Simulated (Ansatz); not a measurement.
# C2H7AlSi: a ladder of functionals and wavefunction methods

One table from this session's results is given with a row withheld; the runs are named, their logs left out.

Method: functionals in def2-TZVPP, the program's frozen cores in correlated methods; program: Ansatz 0.2.0, Gaussian basis.

The runs, in order: LDA (SPW92), PBE-D4, revPBE-D4, BLYP-D4, r2SCAN-D4, B97M-V, PBE0-D4, B3LYP-D4, r2SCANh-D4, r2SCAN0-D4, HSE06-D4, BHLYP-D4, CAM-B3LYP-D4, LC-ωPBE, ωB97X-V, ωB97M-V, B2PLYP, PBE-QIDH; CCSD(T)/def2-SVP; CCSD(T)/def2-TZVPP; MP2/def2-QZVPP; extrapolation to the limit; RPA on PBE.

## Structure used throughout

All runs share one geometry, relaxed beforehand with PBE0-D4 in a triple-zeta def2 set.

SMILES `[CH2]1[AlH][CH2][SiH2]1`, 11 atoms, charge 0, spin multiplicity 1.

Atoms are counted from 1 here; the program's logs count them from 0.

Bond lengths: C1–Al2 1.968 Å, C1–Si4 1.890 Å, C1–H5 1.090 Å, C1–H6 1.098 Å, Al2–C3 1.968 Å, Al2–H7 1.588 Å, C3–Si4 1.890 Å, C3–H8 1.098 Å, C3–H9 1.090 Å, Si4–H10 1.492 Å, Si4–H11 1.491 Å. Angles: Al2–C1–Si4 85.3°, Al2–C1–H5 122.9°, Al2–C1–H6 110.3°, Si4–C1–H5 118.5°, Si4–C1–H6 110.7°, H5–C1–H6 107.6°, C1–Al2–C3 90.6°, C1–Al2–H7 134.6°, C3–Al2–H7 134.6°, Al2–C3–Si4 85.3°, Al2–C3–H8 110.2°, Al2–C3–H9 123.0°, Si4–C3–H8 110.7°, Si4–C3–H9 118.6°, H8–C3–H9 107.6°, C1–Si4–C3 95.5°, C1–Si4–H10 110.4°, C1–Si4–H11 115.7° and more.

Set-up of the first run:

in.yaml

```yaml
crystal:
  periodic: [false, false, false]
  atoms:
    - {symbol: C, position_ang: [-0.380256, 1.142680, -0.716004]}
    - {symbol: Al, position_ang: [0.996908, 0.883919, 0.665668]}
    - {symbol: C, position_ang: [0.377131, -0.958990, 0.968761]}
    - {symbol: Si, position_ang: [-0.584030, -0.734957, -0.643156]}
    - {symbol: H, position_ang: [-0.172257, 1.606841, -1.679965]}
    - {symbol: H, position_ang: [-1.257682, 1.645515, -0.288579]}
    - {symbol: H, position_ang: [2.184569, 1.770338, 1.237506]}
    - {symbol: H, position_ang: [-0.307332, -0.991737, 1.826696]}
    - {symbol: H, position_ang: [1.056409, -1.806667, 1.057394]}
    - {symbol: H, position_ang: [0.141633, -1.380560, -1.775090]}
    - {symbol: H, position_ang: [-1.989693, -1.233382, -0.632733]}
basis:
  gaussian: {orbitals: def2-TZVPP}
hamiltonian: {xc: lda}
output: {orbitals: {seedname: orbitals}}
```

Among the steps run: LDA; PBE-D4 (GGA); revPBE-D4 (GGA); BLYP-D4 (GGA); r2SCAN-D4 (meta-GGA); B97M-V (meta-GGA); PBE0-D4 (hybrid); B3LYP-D4 (hybrid); r2SCANh-D4 (hybrid); r2SCAN0-D4 (hybrid); HSE06-D4 (hybrid); BHLYP-D4 (hybrid); CAM-B3LYP-D4 (range-separated); LC-ωPBE (range-separated); ωB97X-V (range-separated); ωB97M-V (range-separated); B2PLYP (double hybrid); PBE-QIDH (double hybrid).

One table of the session follows, with a row left open; its other results are not shown here.

It belongs to the step «Frontier levels by functional». 

```
  functional  HOMO (eV)  LUMO (eV)  gap (eV)
 LDA (SPW92)      -6.21      -2.30      3.91
      PBE-D4      -6.11      -2.07      4.04
   revPBE-D4      -6.07      -1.96      4.11
     BLYP-D4      -5.99      -1.96      4.03
   r2SCAN-D4      -6.33      -1.74      4.59
      B97M-V      -6.46      -1.95      4.50
     PBE0-D4      -7.26      -1.29      5.97
    B3LYP-D4      -7.06      -1.50      5.56
  r2SCANh-D4      -6.76      -1.48      5.28
  r2SCAN0-D4      -7.40      -1.10      6.30
    HSE06-D4      -6.86      -1.66      5.20
    BHLYP-D4      -8.32      -0.51      7.81
CAM-B3LYP-D4      -8.56      -0.35      8.20
     LC-ωPBE      -9.89       0.75     10.64
     ωB97X-V      -9.54       0.61     10.15
     ωB97M-V          ?          ?         ?
```

Estimate the missing values for ωB97M-V.

As computed: HOMO (eV): -9.39; LUMO (eV): 0.30; gap (eV): 9.68. In the column «HOMO (eV)» it lies between ωB97X-V (-9.54) and CAM-B3LYP-D4 (-8.56).
